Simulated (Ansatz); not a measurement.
# CH₅GeNO: a ladder of functionals and wavefunction methods

An exercise on one series of results from a longer session: the logs are not shown, and one member is left open.

The runs use Ansatz 0.2.0, Gaussian basis; functionals in def2-TZVPP, the program's frozen cores in correlated methods.

The runs, in order: PBE-D4, r2SCAN-D4, PBE0-D4, B3LYP-D4, ωB97X-V, ωB97M-V, B2PLYP; CCSD(T)/def2-TZVPP; MP2/def2-QZVPP; extrapolation to the limit.

### Structure used throughout

All runs share one geometry, relaxed beforehand with PBE0-D4 in a triple-zeta def2 set.

9 atoms, charge 0, spin multiplicity 1.

Atoms are counted from 1 here; the program's logs count them from 0.

Bond lengths: O1–C2 1.332 Å, O1–H5 0.963 Å, C2–N3 1.289 Å, C2–Ge4 2.471 Å, C2–H6 1.094 Å, N3–Ge4 2.353 Å, N3–H7 1.015 Å, Ge4–H8 1.583 Å, Ge4–H9 1.572 Å. Angles: C2–O1–H5 109.8°, O1–C2–N3 118.5°, O1–C2–Ge4 105.7°, O1–C2–H6 115.7°, N3–C2–Ge4 69.5°, N3–C2–H6 125.0°, Ge4–C2–H6 104.1°, C2–N3–Ge4 79.6°, C2–N3–H7 110.5°, Ge4–N3–H7 96.4°, C2–Ge4–N3 30.9°, C2–Ge4–H8 103.9°, C2–Ge4–H9 104.2°, N3–Ge4–H8 82.4°, N3–Ge4–H9 85.4°, H8–Ge4–H9 97.2°.

The first run:

in.yaml reads:

```yaml
crystal:
  periodic: [false, false, false]
  atoms:
    - {symbol: O, position_ang: [-1.127485, 1.386072, 0.412598]}
    - {symbol: C, position_ang: [0.064904, 0.793014, 0.457750]}
    - {symbol: N, position_ang: [0.149833, -0.377253, 0.991049]}
    - {symbol: Ge, position_ang: [0.007385, -0.958326, -1.284182]}
    - {symbol: H, position_ang: [-1.084369, 2.163044, -0.154308]}
    - {symbol: H, position_ang: [0.917879, 1.419154, 0.179404]}
    - {symbol: H, position_ang: [1.121458, -0.642878, 1.114173]}
    - {symbol: H, position_ang: [1.202218, -1.921547, -0.896252]}
    - {symbol: H, position_ang: [-1.163222, -1.907681, -0.837430]}
basis:
  gaussian: {orbitals: def2-TZVPP}
hamiltonian: {xc: pbe, dispersion: d4}
output: {forces: true, orbitals: {seedname: orbitals}}
```

Run with:

```bash
$ ansatz run in.yaml --threads 4 --pin off --events-out ev --progress --plain --max-ram 10444MiB
```

Among the steps run: PBE-D4 (GGA); r2SCAN-D4 (meta-GGA); PBE0-D4 (hybrid); B3LYP-D4 (hybrid); ωB97X-V (range-separated); ωB97M-V (range-separated); B2PLYP (double hybrid); CCSD(T) in def2-TZVPP; MP2 in def2-QZVPP.

One of the session's tables, all rows but one given; the rest of the session is left out.

It belongs to the step «Atomisation energies». 

```
            method  atomisation energy (kcal/mol)
            PBE-D4                          728.7
         r2SCAN-D4                          706.6
           PBE0-D4                          704.1
          B3LYP-D4                          707.5
           ωB97X-V                          706.7
           ωB97M-V                              ?
            B2PLYP                          696.4
     HF/def2-TZVPP                          454.8
    MP2/def2-TZVPP                          692.4
   CCSD/def2-TZVPP                          668.1
CCSD(T)/def2-TZVPP                          683.1
           MP2/CBS                          714.4
       CCSD(T)/CBS                          705.2
```

**Question.** Estimate the row for ωB97M-V.

As computed: atomisation energy (kcal/mol): 706.5. In the column «atomisation energy (kcal/mol)» it lies between CCSD(T)/CBS (705.2) and r2SCAN-D4 (706.6).

Caveats from the session: Free atoms (1 O, 1 C, 1 N, 1 Ge, 5 H) were run apart at each level; the atomisation energy is their sum less the molecule, without zero-point or spin-orbit terms.
